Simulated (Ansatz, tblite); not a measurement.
# BiH2(SiH3) (SiBiH₅): a ladder of methods and basis sets

Aim: run the singlet of BiH2(SiH3) (SiBiH₅) at one geometry on many levels, and compare frontier levels, spin and run time.

The runs use Ansatz 0.2.0, Gaussian basis; as each input shows.

The runs, in order: GFN1-xTB, GFN2-xTB, PBE-D4/def2-TZVP, r2SCAN-D4/def2-TZVP, BHLYP-D4/def2-TZVP, CAM-B3LYP-D4/def2-TZVP, LC-ωPBE/def2-TZVP, BLYP-D4/def2-TZVP, PBE-QIDH/def2-TZVP, ωB97X-V/def2-TZVP, HF/def2-TZVP, LC-ωPBE(0.10)/def2-TZVP, LC-ωPBE(0.15)/def2-TZVP, LC-ωPBE(0.20)/def2-TZVP, LC-ωPBE(0.30)/def2-TZVP, PBE-D4/def2-SVP, PBE0-D4/def2-SVP, PBE0-D4/def2-TZVPD, PBE-D4/def2-TZVPD, r2SCAN-D4/def2-TZVPD, CCSD(T)/def2-TZVPP, MP2/def2-TZVP, RPA/def2-TZVP, CCSD(T)/def2-TZVPD.

### 1 The structure

The geometry is that of the singlet, from an earlier relaxation (PBE-D4/def2-TZVP).

7 atoms, charge 0, spin multiplicity 1.

Bond lengths: Bi1–H2 1.807 Å, Bi1–H3 1.807 Å, Bi1–Si4 2.685 Å, Si4–H5 1.494 Å, Si4–H6 1.497 Å, Si4–H7 1.497 Å. Angles: H2–Bi1–H3 89.9°, H2–Bi1–Si4 88.9°, H3–Bi1–Si4 89.1°, Bi1–Si4–H5 112.5°, Bi1–Si4–H6 109.3°, Bi1–Si4–H7 109.2°, H5–Si4–H6 108.8°, H5–Si4–H7 108.9°, H6–Si4–H7 108.1°.

Bi takes a core potential in the def2 sets. No spin-orbit coupling is included.

PBE0-D4/def2-TZVP was run before; its log isn't repeated, and its numbers join the tables.

### 2 GFN1-xTB

Tight binding, by tblite at 300 K electronic temperature and without a spin-polarisation term:

```python
tblite.interface.Calculator('GFN1-xTB', numbers, positions, charge=0, uhf=0).singlepoint()
```

Energy -183.8456 eV, HOMO -10.18 eV, LUMO -5.11 eV; 0.005 s.

### 3 GFN2-xTB

Tight binding, by tblite at 300 K electronic temperature and without a spin-polarisation term:

```python
tblite.interface.Calculator('GFN2-xTB', numbers, positions, charge=0, uhf=0).singlepoint()
```

Energy -180.7565 eV, HOMO -9.39 eV, LUMO -5.04 eV; 0.003 s.

### 4 PBE-D4/def2-TZVP

start.molden holds the orbitals of an earlier run on this state, given as this run's starting guess.

The input, in.yaml:

```yaml
crystal:
  periodic: [false, false, false]
  atoms:
    - {symbol: Bi, position_ang: [0.667710, 1.155679, 1.209862]}
    - {symbol: H, position_ang: [2.075305, 1.078573, 0.079080]}
    - {symbol: H, position_ang: [-0.144613, 2.339404, 0.112276]}
    - {symbol: Si, position_ang: [-0.479627, -0.844477, -0.166403]}
    - {symbol: H, position_ang: [-0.440535, -0.617560, -1.642690]}
    - {symbol: H, position_ang: [-1.906855, -0.985661, 0.262901]}
    - {symbol: H, position_ang: [0.228615, -2.125958, 0.144974]}
basis:
  gaussian: {orbitals: def2-TZVP, initial_orbitals: start.molden}
hamiltonian: {xc: pbe, dispersion: d4}
scf: {omitted_lower_state_checks: [starts]}
output: {orbitals: {seedname: orbitals}}
```

On the command line:

```sh
> ansatz run in.yaml --threads 4 --pin off --events-out ev --progress --plain --max-ram 3916MiB
```

After this run come: r2SCAN-D4/def2-TZVP; BHLYP-D4/def2-TZVP; CAM-B3LYP-D4/def2-TZVP; LC-ωPBE/def2-TZVP; BLYP-D4/def2-TZVP; PBE-QIDH/def2-TZVP; ωB97X-V/def2-TZVP; HF/def2-TZVP; LC-ωPBE(0.10)/def2-TZVP; LC-ωPBE(0.15)/def2-TZVP; LC-ωPBE(0.20)/def2-TZVP; LC-ωPBE(0.30)/def2-TZVP; PBE-D4/def2-SVP; PBE0-D4/def2-SVP; PBE0-D4/def2-TZVPD; PBE-D4/def2-TZVPD; r2SCAN-D4/def2-TZVPD; CCSD(T)/def2-TZVPP; MP2/def2-TZVP; RPA/def2-TZVP; CCSD(T)/def2-TZVPD.

Before running them: what should the planned runs give, taken together? Wanted: gap in def2-TZVP, named functionals and Hartree-Fock, smallest and largest; gap over the ω; correlation energy, CCSD(T)/def2-TZVPP; correlation energy, MP2/def2-TZVP; correlation energy, CCSD(T)/def2-TZVPD; binding an atom, CCSD(T)/def2-TZVPP; PBE0 total energy, smallest basis above largest.

**Answer**, as computed:

| quantity | value |
| --- | --- |
| gap in def2-TZVP, named functionals and Hartree-Fock, smallest and largest | 4.96 eV (BLYP-D4), 11.34 eV (HF) |
| gap over the ω (1/bohr) | 7.77 eV at 0.1, 10.92 eV at 0.4 |
| correlation energy, CCSD(T)/def2-TZVPP | -16.47 eV |
| correlation energy, MP2/def2-TZVP | -15.34 eV |
| correlation energy, CCSD(T)/def2-TZVPD | -16.15 eV |
| binding an atom, CCSD(T)/def2-TZVPP | 2.416 eV |
| PBE0 total energy, smallest basis above largest | 3.02 eV (def2-SVP, def2-TZVPD) |

In words: Over the named functionals and Hartree-Fock in def2-TZVP the gap runs from 4.96 eV (BLYP-D4) to 11.34 eV (HF); exact exchange widens it. Raising the ω (1/bohr) from 0.1 to 0.4 moves the HOMO by -1.87 eV and the LUMO by +1.28 eV. The functionals in def2-TZVP miss CCSD(T)/def2-TZVPP by -0.029 (LC-ωPBE) to +0.104 eV (ωB97X-V) an atom. The reference is CCSD(T) in one finite basis, so it carries an error of its own, often a tenth of an eV or more, and near misses can't be ranked.
